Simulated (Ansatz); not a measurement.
# BiIr (zincblende): a single-point run

Aim: a sound single-point run of BiIr (zincblende). The structure is shown as the input types it.

Method: Kohn-Sham DFT, with the functional, basis and potentials that each input names (as first typed), in Ansatz 0.2.0.

1 further run of the same task is left out (it didn't finish). Runs told in other sessions of the task aren't counted.

## (1) The structure to begin with

The structure is cubic, space group F-43m (No. 216). Conventional cell: a = 6.076 Å, b = 6.076 Å, c = 6.076 Å, α = 90.00°, β = 90.00°, γ = 90.00°. Ir (site symmetry -43m) has 4 Bi at 2.63 Å in its first shell of neighbours. Bi (site symmetry -43m) has 4 Ir at 2.63 Å in its first shell of neighbours.

As a file:

```
Ir Bi
1.0
     0.00000    3.03804    3.03804
     3.03804    0.00000    3.03804
     3.03804    3.03804    0.00000
Ir Bi
1 1
Direct
  0.00000 0.00000 0.00000
  0.25000 0.25000 0.25000
```

## (2) The run

input.yaml

```yaml
crystal:
  lattice:
    - [0.0, 3.038037373, 3.038037373]
    - [3.038037373, 0.0, 3.038037373]
    - [3.038037373, 3.038037373, 0.0]
  atoms:
    - { symbol: Ir, position: [0.0, 0.0, 0.0] }
    - { symbol: Bi, position: [0.25, 0.25, 0.25] }
basis:
  ecutwfc: 500
  ecutrho_ratio: 4
kpoints:
  mp_grid: { grid: [10, 10, 10] }
hamiltonian:
  xc: r2scan
  hubbard: { sites: [{ species: Ir, l: d, u_eff: 20.0 }] }
scf:
  occupations: { method: gaussian, width: 0.05 }
  max_iter: 50
output:
  forces: true
  stress: true
```

Command:

```sh
$ ansatz run input.yaml --threads 2 --pin off --max-ram 2662MiB --backend cpu --events-out ev --progress --plain --runs-dir out
```

**Question.** How will this run end, and is anything wrong with its input?

The program finished normally, with warnings (filled band counts differ across k points). Convergence says nothing about whether the input makes sense.

Look at the input: hamiltonian.hubbard.sites is [{species: Ir, l: d, u_eff: 20.0}]. The Hubbard parameter is far from any physical value.

To check: delete hamiltonian.hubbard.sites.
